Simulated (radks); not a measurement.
**Ne in 1s1 2s2 2p6 3d1: an all-electron calculation**

An exercise on one series of results from a longer session: the logs are not shown, and one member is left open.

Method: Dirac Kohn-Sham, Wu-Cohen GGA, spin-unpolarised, spherical densities, point nucleus; open shells fill j = l - 1/2 first. Code: radks (a radial shooting solver on a logarithmic mesh, Libxc functionals) version 1.

## Starting point

| Property | Result |
| --- | --- |
| element | neon (Z = 10) |
| charge | 0 |
| electrons | 10 |
| configuration | 1s1 2s2 2p6 3d1 |

The first run:

Input:

```text
Z 10
configuration 1s1 2s2 2p6 3d1 3s0 3p0 4d0 4f0
relativity Dirac
functional wc,pbe
spin unpolarised
j_filling energy
nucleus point
c 137.035999084
```

Started as:

```console
python run_ks.py task.json out
```

The same process makes all the runs of this session.

One table of the session follows, with a row left open; its other results are not shown here.

It belongs to the step «Orbitals and density». From the orbitals of this run (lengths in bohr):

```
level     <r>  outermost maximum (interpolated)  90 % within  nodes
1s1/2       ?                                 ?            ?      ?
2s1/2  0.8226                             0.638         1.31      1
2p1/2  0.8001                             0.543         1.38      0
2p3/2  0.8023                             0.544         1.38      0
3s1/2   3.796                              2.97         5.94      2
3p1/2   5.565                              4.35         8.86      1
3p3/2   5.573                              4.36         8.88      1
3d3/2   10.44                              9.71         15.3      0
3d5/2   10.44                              9.71         15.3      0
```

Estimate the missing values for 1s1/2.

As computed: <r>: 0.1535; outermost maximum (interpolated): 0.101; 90 % within: 0.274; nodes: 0. In the column «<r>» it is the lowest.
